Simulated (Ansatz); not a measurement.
# C2H6BNS2: two geometries relaxed

Aim: relax the geometries before and after the inversion of the pyramid at N6, and see whether they are two minima and how far apart in energy. SMILES of the start: CC1SSB1N.

Program: Ansatz 0.2.0. Level of theory: RHF/6-31G. These are calculated values, not measurements.

### 1 Starting point

Bond lengths: C1–C2 1.568 Å, C2–S3 1.781 Å, S3–S4 2.079 Å, C2–B5 1.635 Å, S4–B5 1.978 Å, B5–N6 1.510 Å, C1–H7 1.066 Å, C1–H8 1.089 Å, C1–H9 1.159 Å, C2–H10 1.114 Å, N6–H11 1.054 Å, N6–H12 1.050 Å. Angles (14 of 20 angles, heavy atoms first): C1–C2–S3 110.1°, C1–C2–B5 111.0°, S3–C2–B5 104.5°, C2–S3–S4 81.8°, S3–S4–B5 83.5°, C2–B5–S4 88.7°, C2–B5–N6 130.1°, S4–B5–N6 133.1°, C1–C2–H10 111.0°, S3–C2–H10 108.8°, B5–C2–H10 111.2°, C2–C1–H7 111.6°, C2–C1–H8 106.0°, C2–C1–H9 107.2°.

As a file:

```xyz
12

C     0.4422   -0.4073    1.4796
C     0.2672    0.6229    0.3099
S     1.7948    1.4935    0.0283
S     1.7888    0.3382   -1.7004
B    -0.0350   -0.1402   -1.1038
N    -1.3388   -0.3514   -1.8366
H     1.2293   -1.0981    1.2788
H    -0.5269   -0.8878    1.6034
H     0.6311    0.2026    2.4473
H    -0.5298    1.3641    0.5468
H    -2.0903    0.1778   -1.3199
H    -1.5557   -1.3695   -1.6995
```

### 2 Relaxing end A

input.yaml

```yaml
crystal:
  periodic: [false, false, false]
  atoms:
    - { symbol: C, position_ang: [0.4422, -0.4073, 1.4796] }
    - { symbol: C, position_ang: [0.2672, 0.6229, 0.3099] }
    - { symbol: S, position_ang: [1.7948, 1.4935, 0.0283] }
    - { symbol: S, position_ang: [1.7888, 0.3382, -1.7004] }
    - { symbol: B, position_ang: [-0.035, -0.1402, -1.1038] }
    - { symbol: "N", position_ang: [-1.3388, -0.3514, -1.8366] }
    - { symbol: H, position_ang: [1.2293, -1.0981, 1.2788] }
    - { symbol: H, position_ang: [-0.5269, -0.8878, 1.6034] }
    - { symbol: H, position_ang: [0.6311, 0.2026, 2.4473] }
    - { symbol: H, position_ang: [-0.5298, 1.3641, 0.5468] }
    - { symbol: H, position_ang: [-2.0903, 0.1778, -1.3199] }
    - { symbol: H, position_ang: [-1.5557, -1.3695, -1.6995] }
basis:
  gaussian: { orbitals: "6-31G" }
hamiltonian:
  xc: hf
relax:
  f_tol: 0.015
  max_steps: 40
```

The run is started by

```sh
$ ansatz run input.yaml --threads 1 --pin off --max-ram 2048MiB --backend cpu --events-out ev --progress --plain --runs-dir out
```

Standard output, shortened:

```text
Warning: RAYON_NUM_THREADS=1 ignored (pool sized by the plan → 1); use --threads N
[...]
Functional definition: HF
[...]
1055 factors; integrals over basis functions are off by at most 1.6e-4 eV
[...]
mean field -25938.66376317 eV, -953.2283114388 hartree, gradient 3.4e-5 eV, S^2 0.000000; 0 other end points of the search recorded, 0 dependent functions left out
[...]
reference -25938.66376317 eV, -953.2283114388 hartree; 31, 31 occupied and 43, 43 virtual orbitals, 1055 factors
relax step   1: F+E_penalty+E_count = -25938.66376317 eV  Δ(F+E_penalty+E_count) = +0.000e0 eV  max|allowed force component| = 3.906e0 eV/Å  Δτ_max = 0.0000 Å  (35 SCF iters, accepted)
[...]
relax step   4: F+E_penalty+E_count = -25940.75597193 eV  Δ(F+E_penalty+E_count) = -3.027e-1 eV  max|allowed force component| = 3.539e0 eV/Å  Δτ_max = 0.1944 Å  (33 SCF iters, accepted)
[...]
relax step   7: F+E_penalty+E_count = -25941.27474556 eV  Δ(F+E_penalty+E_count) = -3.018e-2 eV  max|allowed force component| = 4.495e-1 eV/Å  Δτ_max = 0.2000 Å  (33 SCF iters, accepted)
[...]
relax step  10: F+E_penalty+E_count = -25941.30857245 eV  Δ(F+E_penalty+E_count) = -9.944e-5 eV  max|allowed force component| = 2.222e-1 eV/Å  Δτ_max = 0.1147 Å  (33 SCF iters, accepted)
[...]
relax step  13: F+E_penalty+E_count = -25941.31389938 eV  Δ(F+E_penalty+E_count) = -4.680e-4 eV  max|allowed force component| = 1.423e-2 eV/Å  Δτ_max = 0.0127 Å  (26 SCF iters, accepted)
[...]
1055 factors; integrals over basis functions are off by at most 1.4e-4 eV
[...]
mean field -25941.31407072 eV, -953.3257084447 hartree, gradient 6.5e-5 eV, S^2 0.000000; 1 other end points of the search recorded, 0 dependent functions left out
[...]
reference -25941.31407072 eV, -953.3257084447 hartree; 31, 31 occupied and 43, 43 virtual orbitals, 1055 factors
Total energy: -25941.31407072 eV, -953.3257084447 hartree
Atom 0 at     0.265597    -0.300379     1.542277 Å, force     0.004176     0.000386     0.001564 eV/Å
Atom 1 at     0.291298     0.679134     0.373862 Å, force    -0.007421    -0.003108    -0.012516 eV/Å
Atom 2 at     2.070846     1.284679    -0.055237 Å, force    -0.000217    -0.000127    -0.000307 eV/Å
Atom 3 at     1.498276     0.452653    -2.091436 Å, force    -0.000308    -0.000257    -0.003808 eV/Å
Atom 4 at    -0.041680     0.090987    -1.064756 Å, force     0.005628     0.003849     0.010146 eV/Å
Atom 5 at    -1.190087    -0.560657    -1.487532 Å, force     0.002301     0.011428    -0.008704 eV/Å
Atom 6 at     0.876873    -1.170687     1.341252 Å, force    -0.000610    -0.001309     0.001015 eV/Å
Atom 7 at    -0.752094    -0.632910     1.725514 Å, force    -0.003416     0.000996    -0.000528 eV/Å
Atom 8 at     0.629666     0.161242     2.451868 Å, force     0.001263    -0.000417     0.004413 eV/Å
Atom 9 at    -0.291445     1.563313     0.597539 Å, force     0.002860    -0.000026     0.002560 eV/Å
Atom 10 at    -1.968964    -0.713332    -0.888462 Å, force    -0.009757    -0.006709     0.010944 eV/Å
Atom 11 at    -1.311386    -0.909241    -2.410988 Å, force     0.005503    -0.004707    -0.004779 eV/Å
Dipole moment:    -0.988652    -0.377406     0.260160 e Å
```

Run time: 46 s. Hardware: 1 thread of Arm Neoverse V1, shared host; peak memory 0.16 GiB.

Step by step:

```csv
step,energy from step 1 (eV),largest force component (eV/Å)
1,0.0000,3.9063
2,-1.3503,2.3303
3,-1.7895,1.8024
4,-2.0922,3.5389
5,-2.4626,0.7507
6,-2.5808,0.2990
7,-2.6110,0.4495
8,-2.6281,0.4377
9,-2.6447,0.1501
10,-2.6448,0.2222
11,-2.6497,0.0528
12x,-2.6492,0.1158
13,-2.6501,0.0142
14,-2.6503,0.0125
```

Step 1 is the start. 1 step was tried and not accepted (marked x).

After: Bond lengths: C1–C2 1.525 Å, C2–S3 1.928 Å, S3–S4 2.273 Å, C2–B5 1.589 Å, S4–B5 1.886 Å, B5–N6 1.386 Å, C1–H7 1.082 Å, C1–H8 1.086 Å, C1–H9 1.083 Å, C2–H10 1.082 Å, N6–H11 0.994 Å, N6–H12 0.994 Å. Angles (14 of 20 angles, heavy atoms first): C1–C2–S3 112.8°, C1–C2–B5 116.9°, S3–C2–B5 96.2°, C2–S3–S4 81.5°, S3–S4–B5 77.8°, C2–B5–S4 104.5°, C2–B5–N6 128.6°, S4–B5–N6 126.9°, C1–C2–H10 110.9°, S3–C2–H10 106.6°, B5–C2–H10 112.1°, C2–C1–H7 111.4°, C2–C1–H8 110.0°, C2–C1–H9 111.3°.

### 3 End point B

The second end starts from a geometry with the move made by hand.

Edit input.yaml of step 2 so:

```diff
@@ -13,4 +13,4 @@
     - { symbol: H, position_ang: [-0.5298, 1.3641, 0.5468] }
-    - { symbol: H, position_ang: [-2.0903, 0.1778, -1.3199] }
-    - { symbol: H, position_ang: [-1.5557, -1.3695, -1.6995] }
+    - { symbol: H, position_ang: [-1.63831, 0.5761, -2.23887] }
+    - { symbol: H, position_ang: [-1.08439, -0.95417, -2.65776] }
 basis:
```

The run is started by

```sh
$ ansatz run input.yaml --threads 1 --pin off --max-ram 2048MiB --backend cpu --events-out ev --progress --plain --runs-dir out
```

Standard output, shortened:

```text
Warning: RAYON_NUM_THREADS=1 ignored (pool sized by the plan → 1); use --threads N
[...]
Functional definition: HF
[...]
1054 factors; integrals over basis functions are off by at most 1.6e-4 eV
[...]
mean field -25938.76857017 eV, -953.2321630250 hartree, gradient 3.5e-5 eV, S^2 0.000000; 0 other end points of the search recorded, 0 dependent functions left out
[...]
reference -25938.76857017 eV, -953.2321630250 hartree; 31, 31 occupied and 43, 43 virtual orbitals, 1054 factors
relax step   1: F+E_penalty+E_count = -25938.76857017 eV  Δ(F+E_penalty+E_count) = +0.000e0 eV  max|allowed force component| = 3.800e0 eV/Å  Δτ_max = 0.0000 Å  (34 SCF iters, accepted)
[...]
relax step   5: F+E_penalty+E_count = -25940.95666491 eV  Δ(F+E_penalty+E_count) = -2.243e-1 eV  max|allowed force component| = 1.723e0 eV/Å  Δτ_max = 0.2000 Å  (35 SCF iters, accepted)
[...]
Atom 2 at     2.169458     1.297941     0.075281 Å, force    -0.001264    -0.000592     0.001052 eV/Å
Atom 3 at     1.786790     0.612082    -2.057546 Å, force     0.001357     0.001048    -0.003436 eV/Å
Atom 4 at     0.145706     0.225200    -1.212896 Å, force    -0.000122     0.000843     0.004581 eV/Å
Atom 5 at    -0.964226    -0.374683    -1.787837 Å, force    -0.001215     0.002271     0.001819 eV/Å
Atom 6 at     0.782248    -1.204818     1.189156 Å, force    -0.000097     0.001126    -0.001512 eV/Å
Atom 7 at    -0.862644    -0.639199     1.444646 Å, force     0.000443     0.000032     0.000133 eV/Å
Atom 8 at     0.459986     0.066002     2.350844 Å, force    -0.001037     0.001123    -0.000520 eV/Å
Atom 9 at    -0.239746     1.602528     0.504629 Å, force    -0.001528     0.000800    -0.001747 eV/Å
Atom 10 at    -1.801374    -0.548911    -1.279591 Å, force     0.001531    -0.000125    -0.002946 eV/Å
Atom 11 at    -0.995258    -0.665925    -2.738314 Å, force    -0.001500    -0.001478     0.000033 eV/Å
Dipole moment:    -1.015892    -0.369548     0.137245 e Å
```

It took 57 s on 1 thread of Arm Neoverse V1, shared host; peak memory 0.16 GiB.

The steps of the relaxation:

| step | energy from step 1 (eV) | largest force component (eV/Å) |
| --- | --- | --- |
| 1 | 0.0000 | 3.7998 |
| 2 | -1.3115 | 1.7734 |
| 3 | -1.6646 | 2.4977 |
| 4 | -1.9638 | 2.3080 |
| 5 | -2.1881 | 1.7226 |
| 6 | -2.3752 | 0.7508 |
| 7 | -2.4620 | 0.5383 |
| 8 | -2.4992 | 0.2548 |
| 9x | -2.4986 | 0.8905 |
| 10 | -2.5270 | 0.0808 |
| 11 | -2.5364 | 0.1866 |
| 12 | -2.5386 | 0.2483 |
| 13x | -2.5343 | 0.5888 |
| 14 | -2.5442 | 0.0509 |
| 15 | -2.5453 | 0.0400 |
| 16 | -2.5455 | 0.0276 |
| 17 | -2.5455 | 0.0076 |

Step 1 is the start. 2 steps were tried and not accepted (marked x).

After: Bond lengths: C1–C2 1.525 Å, C2–S3 1.928 Å, S3–S4 2.273 Å, C2–B5 1.589 Å, S4–B5 1.886 Å, B5–N6 1.386 Å, C1–H7 1.082 Å, C1–H8 1.086 Å, C1–H9 1.083 Å, C2–H10 1.082 Å, N6–H11 0.995 Å, N6–H12 0.995 Å. Angles (14 of 20 angles, heavy atoms first): C1–C2–S3 112.8°, C1–C2–B5 116.9°, S3–C2–B5 96.2°, C2–S3–S4 81.5°, S3–S4–B5 77.8°, C2–B5–S4 104.5°, C2–B5–N6 128.6°, S4–B5–N6 126.8°, C1–C2–H10 110.9°, S3–C2–H10 106.6°, B5–C2–H10 112.2°, C2–C1–H7 111.4°, C2–C1–H8 109.9°, C2–C1–H9 111.4°.

### 4 What came out

```
                           quantity                     value
                              end A  12 moves, 2.650 eV lower
                              end B  14 moves, 2.546 eV lower
largest difference between the ends                    0.01 Å
            end B relative to end A                 -0.000 eV
```

In words: The two relaxations end at one structure, within 0.01 Å: no second minimum was found from this start, which doesn't rule one out. The basis is very small, so the numbers are rough.
